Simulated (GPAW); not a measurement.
# CuF (P4/mmm) in GPAW: a series of runs, part 2 of 2

GPAW 26.7.0.

### 3 Phonons, PBEsol

The input, run.py:

```python
import json
import numpy as np
from ase import Atoms
from ase.constraints import FixSymmetry
from ase.io import write
from ase.optimize import BFGS
from phonopy import Phonopy
from phonopy.structure.atoms import PhonopyAtoms
from gpaw import GPAW, PW, setup_paths

setup_paths.insert(0, '.')

atoms = Atoms(['Cu', 'F'],
              cell=[[2.47100655, 0.0, 0.0],
                    [0.0, 2.47100655, 0.0],
                    [0.0, 0.0, 3.41650139]],
              scaled_positions=[[0.0, 0.0, 0.0],
                                [0.5, 0.5, 0.5]],
              pbc=True)

calc = GPAW(mode=PW(680),
            xc='PBEsol',
            kpts={'size': (9, 9, 7), 'gamma': True},
            occupations={'name': 'fermi-dirac', 'width': 0.05},
            nbands=19,
            convergence={'density': 1e-06, 'eigenstates': 1e-09},
            maxiter=150,
            txt='gpaw.txt')
atoms.calc = calc
atoms.set_constraint(FixSymmetry(atoms))
BFGS(atoms, trajectory='relax.traj', logfile='-').run(fmax=0.005, steps=40)
atoms.set_constraint()
energy = atoms.get_potential_energy()
forces = atoms.get_forces()
stress = atoms.get_stress()
calc.write('gs.gpw')
write('result.traj', atoms)
print('Cell:', atoms.cell.cellpar().round(4))
print(atoms.get_scaled_positions().round(5))

def force_constants(scale):
    unit = PhonopyAtoms(symbols=atoms.get_chemical_symbols(), cell=atoms.cell[:] * scale**(1 / 3),
                        scaled_positions=atoms.get_scaled_positions())
    ph = Phonopy(unit, supercell_matrix=np.diag([1, 1, 1]), primitive_matrix=np.eye(3), symprec=1e-4)
    ph.generate_displacements(distance=0.02)
    forces = []
    for i, sc in enumerate(ph.supercells_with_displacements):
        a = Atoms(sc.symbols, cell=sc.cell, scaled_positions=sc.scaled_positions, pbc=True)
        c = GPAW(mode=PW(680),
                 xc='PBEsol',
                 kpts={'size': (9, 9, 7), 'gamma': True},
                 occupations={'name': 'fermi-dirac', 'width': 0.05},
                 nbands=19,
                 convergence={'density': 1e-06, 'eigenstates': 1e-09},
                 maxiter=150,
                 txt=f'disp-{scale:.3f}-{i:02d}.txt')
        a.calc = c
        f = a.get_forces()
        forces.append(f - f.mean(axis=0))
        print(f'displacement {i}: drift', f.mean(axis=0).round(5), flush=True)
    ph.forces = forces
    ph.produce_force_constants()
    ph.symmetrize_force_constants()
    return ph

qpoints = [[0.0, 0.0, 0.0]]
results = {}
for scale in [1.0]:
    ph = force_constants(scale)
    ph.run_qpoints(qpoints)
    nu = ph.qpoints.frequencies * 33.35641  # THz to cm^-1
    results[f'{scale:.3f}'] = nu.tolist()
    for qp, f in zip(qpoints, nu):
        print(scale, np.round(qp, 4), f.round(2))
json.dump(results, open('phonons.json', 'w'))
```

Potentials or basis: PAW data sets generated in the run's folder for this functional, pw.

Run with:

```
$ gpaw-setup -f PBEsol Cu F
$ OMP_NUM_THREADS=1 python run.py
```

gpaw.txt:

```text
__  _  _
 | _ |_)|_||  |
 |__||  | ||/\| - 26.7.0

Input parameters:
  mode=PW(ecut=680.0),
  convergence={'density': 1e-06, 'eigenstates': 1e-09},
  kpts=MonkhorstPack(size=(9, 9, 7), gamma=True),
  maxiter=150,
  nbands=19,
  occupations=Occupations(name='fermi-dirac', width=0.05),
  xc=XC(name='PBEsol')

Diagonalizing LCAO Hamiltonian
Converting LCAO to pw mode
   .-----.
  /|     |
 * |     |
 | | F   |
 | .-----.
 |/     /
 Cu----*

Atoms  # Å, Bohr magnetons
|   | symbol |        x |        y |        z |    initial magnetic moments |
|---|--------|----------|----------|----------|-----------------------------|
| 0 |     Cu | 0.000000 | 0.000000 | 0.000000 | ( 0.0000,  0.0000,  0.0000) |
| 1 |      F | 1.235503 | 1.235503 | 1.708251 | ( 0.0000,  0.0000,  0.0000) |

Unit cell  # Å
| periodic |        x |        y |        z |  lengths |    angles |
|----------|----------|----------|----------|----------|-----------|
|      yes | 2.471007 | 0.000000 | 0.000000 | 2.471007 | 90.000000 |
|      yes | 0.000000 | 2.471007 | 0.000000 | 2.471007 | 90.000000 |
|      yes | 0.000000 | 0.000000 | 3.416501 | 3.416501 | 90.000000 |

Number of symmetries: 16
Symmetry operations  # r_c * U_cc + t_c -> r_c
|    | kind |            matrix            |
|----|------|------------------------------|
|  0 |  E   |  1, 0, 0,  0, 1, 0,  0, 0, 1 |
|  1 |  σ   |  1, 0, 0,  0, 1, 0,  0, 0,-1 |
|  2 |  σ   |  1, 0, 0,  0,-1, 0,  0, 0, 1 |
|  3 |  C2  |  1, 0, 0,  0,-1, 0,  0, 0,-1 |
|  4 |  σ   |  0, 1, 0,  1, 0, 0,  0, 0, 1 |
|  5 |  C2  |  0, 1, 0,  1, 0, 0,  0, 0,-1 |
|  6 |  C4  |  0, 1, 0, -1, 0, 0,  0, 0, 1 |
|  7 |  S4  |  0, 1, 0, -1, 0, 0,  0, 0,-1 |
|  8 |  C4  |  0,-1, 0,  1, 0, 0,  0, 0, 1 |
|  9 |  S4  |  0,-1, 0,  1, 0, 0,  0, 0,-1 |
| 10 |  σ   |  0,-1, 0, -1, 0, 0,  0, 0, 1 |
| 11 |  C2  |  0,-1, 0, -1, 0, 0,  0, 0,-1 |
| 12 |  σ   | -1, 0, 0,  0, 1, 0,  0, 0, 1 |
| 13 |  C2  | -1, 0, 0,  0, 1, 0,  0, 0,-1 |
| 14 |  C2  | -1, 0, 0,  0,-1, 0,  0, 0, 1 |
| 15 |  i   | -1, 0, 0,  0,-1, 0,  0, 0,-1 |

BZ-sampling:
  Number of BZ points: 567
  Number of IBZ points: 60

  Monkhorst-Pack size: [9, 9, 7]
  Monkhorst-Pack shift: [0, 0, 0]

K-points  # in reciprocal-cell coordinates
|     |                                coordinates |     weight |
|-----|--------------------------------------------|------------|
|   0 | (  0.00000000,   0.00000000,   0.00000000) | 0.00176367 |
|   1 | (  0.00000000,   0.00000000,   0.14285714) | 0.00352734 |
|   2 | (  0.00000000,   0.00000000,   0.28571429) | 0.00352734 |
|   3 | (  0.00000000,   0.00000000,   0.42857143) | 0.00352734 |
|   4 | (  0.11111111,   0.00000000,   0.00000000) | 0.00705467 |
|   5 | (  0.11111111,   0.00000000,   0.14285714) | 0.01410935 |
|   6 | (  0.11111111,   0.00000000,   0.28571429) | 0.01410935 |
|   7 | (  0.11111111,   0.00000000,   0.42857143) | 0.01410935 |
|   8 | (  0.11111111,   0.11111111,   0.00000000) | 0.00705467 |
|   9 | (  0.11111111,   0.11111111,   0.14285714) | 0.01410935 |
| ... |                                            |            |
|  59 | (  0.44444444,   0.44444444,   0.42857143) | 0.01410935 |

Plane wave coefficients: 855
Cutoff: 680.0 eV

Spin-components: 1 (collinear spins)
Bands:           19
Projectors:      11
Spin-degeneracy: 2
Datatype:        complex128

Parallelization:
  kpt:    1
  domain: 1
  band:   1

Density:
  Valence electrons: 18.0
  Components: 1
  Grid points: [15 15 21]
  Charge: 0.0  # |e|

Potential:
  Grid points: [15 15 21]

species:
  Cu:
    name:    Copper
    Z:       29.0
    valence: 11
    core:    18
    charge:  0.0  # [|e|]
    compensation charges:
      type: gauss
      rc: 0.33  # [Å]
      lmax: 2
    cutoffs:
      filter: 2.06  # [Å]
      core: 2.43  # [Å]
    projectors
    | kind |    occ | energy [eV] | rcut [Å] |
    |------|--------|-------------|----------|
    |   4s |  1.000 |      -4.607 |    1.164 |
    |   4p |  0.000 |      -0.637 |    1.164 |
    |   3d | 10.000 |      -5.060 |    1.058 |
    |    s |        |      22.604 |    1.164 |
    |    p |        |      26.574 |    1.164 |
    |    d |        |      22.151 |    1.058 |

    Using partial waves for Cu as LCAO basis

  F:
    name:    Fluorine
    Z:       9.0
    valence: 7
    core:    2
    charge:  0.0  # [|e|]
    compensation charges:
      type: gauss
      rc: 0.20  # [Å]
      lmax: 2
    cutoffs:
      filter: 1.14  # [Å]
      core: 0.74  # [Å]
    projectors
    | kind |    occ | energy [eV] | rcut [Å] |
    |------|--------|-------------|----------|
    |   2s |  2.000 |     -29.719 |    0.635 |
    |   2p |  5.000 |     -11.050 |    0.635 |
    |    s |        |      -2.507 |    0.635 |
    |    p |        |      16.162 |    0.635 |
    |    d |        |       0.000 |    0.635 |

    Using partial waves for F as LCAO basis

Reference energy: -47690.493635  # eV

eigensolver:
  PPCG
  Converge bands: occupied
  niter=2

density mixing:
  MSR1-Mixer
  Pratt-step length: 0.05
  Maximum mixing coefficient: 0.75
  Old densities: 10
  SVD Regularization: 0.005
  Good broyden scale: 1.0
  Trust region scale: 1.0
  Backstep threshold: 4.0
  History deletion threshold: 6.0
  Fourier metric: weight=20.0, sigma=0.015

occupation numbers:
  Fermi-Dirac:
    width: 0.0500  # eV

poisson solver:
  ecut: 5440.0  # eV

xc functional:
  name: PBEsol with 2 nearest neighbor stencil

convergence criteria:
- Maximum integral of absolute [dens]ity change: 1e-06 electrons / valence electron
- Maximum integral of absolute [eigenst]ate change: 1e-09 eV^2 / valence electron
- Maximum [total energy] change in last 3 cyles: 0.0005 eV / valence electron
maximum number of iterations: 150

SCF iterations
|iter     | |      energy | eigst |  dens |
|---------|-|-------------|-------|-------|
|iter:   1| |   -8.552697 | -0.53 |       |
|iter:   2| |   -8.007732 | -2.51 | -1.11 |
|iter:   3| |   -7.350579 | -1.85 | -1.23 |
|iter:   4| |   -7.311350 | -3.42 | -1.65 |
|iter:   5| |   -7.295222 | -3.35 | -1.82 |
|iter:   6| |   -7.294285 | -4.23 | -2.33 |
|iter:   7| |   -7.294281c| -5.35 | -3.06 |
|iter:   8| |   -7.294276c| -6.72 | -3.67 |
|iter:   9| |   -7.294275c| -7.68 | -4.11 |
|iter:  10| |   -7.294275c| -8.68 | -4.66 |
|iter:  11| |   -7.294275c|-10.22c| -5.29 |
|iter:  12| |   -7.294274c| -9.26c| -5.78 |
|iter:  13| |   -7.294274c|-10.99c| -6.89c|

Converged in 13 steps
Energy contributions relative to reference atoms: (reference = -47690.493635)

Energy contributions:
  Kinetic:           4.113454
  Coulomb:          -4.749698
  Zero:              0.182074
  External:          0.000000
  Xc:               -6.837872
  Entropy:          -0.004464
  Spinorbit:         0.000000
  ----------------------------
  Free energy:      -7.296506
  Extrapolated:     -7.294274

dipole moment: (-5.221086, -5.221086, -7.218858)  # |e|*Ang

Fermi level: 5.032
Eigenvalues  # (at kpt = [0.000, 0.000, 0.000])
| band index |      eig [eV] | occ [0-2] |
|------------|---------------|-----------|
|          0 |       -18.189 |     2.000 |
|        ... |               |           |
|          2 |         1.309 |     2.000 |
|          3 |         2.397 |     2.000 |
|          4 |         2.421 |     2.000 |
|          5 |         2.421 |     2.000 |
|          6 |         4.153 |     2.000 |
|          7 |         4.434 |     2.000 |
[... 9 lines left out ...]
|         17 |        35.378 |     0.000 |
|         18 |        35.798 |     0.000 |

No gap
No difference between direct/indirect transitions

Forces  # eV/Ang
|        x |        y |       z |
|----------|----------|---------|
| -0.00000 | -0.00000 | 0.00000 |  # Cu   0
|  0.00000 |  0.00000 | 0.00000 |  # F    1

Stress tensor  # eV/Ang^3
|         x |         y |        z |
|-----------|-----------|----------|
| -0.026684 |  0.000000 | 0.000000 |
|  0.000000 | -0.026684 | 0.000000 |
|  0.000000 |  0.000000 | 0.115630 |

# Writing to gs.gpw (mode='')
```

It took 2.1 min on 1 thread of Arm Neoverse V1, shared host; peak memory 0.32 GiB.

Results:

- Free energy: -7.2965 eV
- Pressure after relaxing: -3.3 GPa
- Band gap on the k mesh: none (metal or under the smearing width)
- Highest phonon frequency at Γ: 0 cm⁻¹
- Most unstable mode: 131i cm⁻¹

Stress tensor (GPa, compression positive):
```
  4.28   0.00   0.00
  0.00   4.28   0.00
  0.00   0.00 -18.53
```

Final structure:
```
CELL_PARAMETERS angstrom
2.47101 0.00000 0.00000
0.00000 2.47101 0.00000
0.00000 0.00000 3.41650
ATOMIC_POSITIONS crystal
Cu 0.00000 0.00000 0.00000
F 0.50000 0.50000 0.50000
```

Levels at points of the mesh, in eV from the Fermi level:
| k point | band 7 | band 8 | band 9 | band 10 | band 11 | band 12 |
| --- | --- | --- | --- | --- | --- | --- |
| (0.00, 0.00, 0.00) | -0.88 | -0.60 | -0.60 | -0.40 | 11.68 | 13.67 |

Phonon frequencies in cm⁻¹ (negative: imaginary):
| q point | frequencies |
| --- | --- |
| (0.000, 0.000, 0.000) | -131 -131 -52 0 0 0 |

Caveat: the cell is more than 3 GPa from zero pressure, which shifts response properties; with this Cu data set, volumes or pressures lay over 1.5 % or 2 GPa off other programs in two to four cells of ten; the cutoff is short for stress and forces, so pressures can be off by a GPa or more; some modes are imaginary; the run has no spin polarisation, though such a crystal can be magnetic; semilocal functionals often make such compounds metallic where correlation or magnetic order opens a gap, which also shifts bond lengths. With open d or f shells a metallic result of PBEsol can be an artefact of self-interaction; +U or a hybrid may open a gap.
